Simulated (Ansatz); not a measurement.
# C₃H₁₁AlSe: up Jacob's ladder to CCSD(T)

One table from this session's results is given with a row withheld; the runs are named, their logs left out.

The runs use Ansatz 0.2.0, Gaussian basis; functionals in def2-TZVPP, the program's frozen cores in correlated methods.

Levels to be run: LDA (SPW92), PBE-D4, revPBE-D4, BLYP-D4, r2SCAN-D4, B97M-V, PBE0-D4, B3LYP-D4, r2SCANh-D4, r2SCAN0-D4, HSE06-D4, BHLYP-D4, CAM-B3LYP-D4, LC-ωPBE, ωB97X-V, ωB97M-V, B2PLYP, PBE-QIDH; CCSD(T)/def2-SVP; MP2/def2-TZVPP; MP2/def2-QZVPP; RPA on PBE.

### The geometry

An earlier PBE0-D4 in a triple-zeta def2 set relaxation fixed the geometry.

16 atoms, charge 0, spin multiplicity 1.

Atoms are counted from 1 here; the program's logs count them from 0.

Bond lengths: C1–Al2 1.973 Å, C1–H6 1.097 Å, C1–H7 1.095 Å, C1–H8 1.095 Å, Al2–C3 1.972 Å, Al2–C4 1.972 Å, Al2–Se5 2.741 Å, C3–H9 1.097 Å, C3–H10 1.095 Å, C3–H11 1.095 Å, C4–H12 1.095 Å, C4–H13 1.095 Å, C4–H14 1.097 Å, Se5–H15 1.469 Å, Se5–H16 1.469 Å. Angles: Al2–C1–H6 110.2°, Al2–C1–H7 112.8°, Al2–C1–H8 112.8°, H6–C1–H7 106.4°, H6–C1–H8 106.4°, H7–C1–H8 107.7°, C1–Al2–C3 118.4°, C1–Al2–C4 118.3°, C1–Al2–Se5 99.1°, C3–Al2–C4 118.7°, C3–Al2–Se5 96.2°, C4–Al2–Se5 96.2°, Al2–C3–H9 109.9°, Al2–C3–H10 113.0°, Al2–C3–H11 113.0°, H9–C3–H10 106.5°, H9–C3–H11 106.3°, H10–C3–H11 107.7° and more.

Coordinates:

```xyz
16

C    -1.1491    0.7052   -1.3776
Al    0.1708   -0.1851   -0.2127
C     2.0159    0.5118   -0.1844
C    -0.1380   -2.0689    0.2835
Se   -0.5846    0.8835    2.1959
H    -1.0039    0.3963   -2.4197
H    -1.0611    1.7966   -1.3628
H    -2.1826    0.4511   -1.1201
H     2.5553    0.1767   -1.0785
H     2.5927    0.1585    0.6763
H     2.0609    1.6058   -0.1895
H    -1.1855   -2.2837    0.5192
H     0.4684   -2.3909    1.1362
H     0.1303   -2.7243   -0.5538
H    -0.6861    2.2698    1.7220
H    -2.0264    0.6750    2.0105
```

Set-up of the first run:

File in.yaml:

```yaml
crystal:
  periodic: [false, false, false]
  atoms:
    - {symbol: C, position_ang: [-1.149079, 0.705225, -1.377556]}
    - {symbol: Al, position_ang: [0.170836, -0.185059, -0.212726]}
    - {symbol: C, position_ang: [2.015921, 0.511786, -0.184407]}
    - {symbol: C, position_ang: [-0.137988, -2.068935, 0.283489]}
    - {symbol: Se, position_ang: [-0.584566, 0.883545, 2.195868]}
    - {symbol: H, position_ang: [-1.003862, 0.396290, -2.419701]}
    - {symbol: H, position_ang: [-1.061073, 1.796556, -1.362753]}
    - {symbol: H, position_ang: [-2.182566, 0.451060, -1.120127]}
    - {symbol: H, position_ang: [2.555275, 0.176701, -1.078548]}
    - {symbol: H, position_ang: [2.592734, 0.158468, 0.676315]}
    - {symbol: H, position_ang: [2.060866, 1.605847, -0.189549]}
    - {symbol: H, position_ang: [-1.185526, -2.283721, 0.519193]}
    - {symbol: H, position_ang: [0.468353, -2.390898, 1.136163]}
    - {symbol: H, position_ang: [0.130335, -2.724334, -0.553847]}
    - {symbol: H, position_ang: [-0.686064, 2.269850, 1.721993]}
    - {symbol: H, position_ang: [-2.026393, 0.675015, 2.010494]}
basis:
  gaussian: {orbitals: def2-TZVPP}
hamiltonian: {xc: lda}
output: {orbitals: {seedname: orbitals}}
```

On the command line:

```console
$ ansatz run in.yaml --threads 4 --pin off --events-out ev --progress --plain --max-ram 11315MiB
```

Steps of the session up to this table: LDA; PBE-D4 (GGA); revPBE-D4 (GGA); BLYP-D4 (GGA); r2SCAN-D4 (meta-GGA); B97M-V (meta-GGA); PBE0-D4 (hybrid); B3LYP-D4 (hybrid); r2SCANh-D4 (hybrid); r2SCAN0-D4 (hybrid); HSE06-D4 (hybrid); BHLYP-D4 (hybrid); CAM-B3LYP-D4 (range-separated); LC-ωPBE (range-separated); ωB97X-V (range-separated); ωB97M-V (range-separated); B2PLYP (double hybrid); PBE-QIDH (double hybrid).

One of the session's tables, all rows but one given; the rest of the session is left out.

It belongs to the step «Orbital energies across the functionals». 

```
  functional  HOMO (eV)  gap (eV)
 LDA (SPW92)      -5.95      4.20
      PBE-D4      -5.82      4.17
   revPBE-D4      -5.76      4.17
     BLYP-D4      -5.70      4.11
   r2SCAN-D4      -6.08      4.66
      B97M-V      -6.15      4.66
     PBE0-D4      -7.09      6.36
    B3LYP-D4      -6.88      5.87
  r2SCANh-D4      -6.55      5.47
  r2SCAN0-D4      -7.27      6.67
    HSE06-D4      -6.68      5.57
    BHLYP-D4      -8.29      8.47
CAM-B3LYP-D4          ?         ?
     LC-ωPBE      -9.85     11.44
     ωB97X-V      -9.49     10.89
     ωB97M-V      -9.35     10.56
```

Q: Estimate the row for CAM-B3LYP-D4 from the others.

**Answer.** HOMO (eV): -8.48; gap (eV): 8.82. In the column «HOMO (eV)» it lies between ωB97M-V (-9.35) and BHLYP-D4 (-8.29).
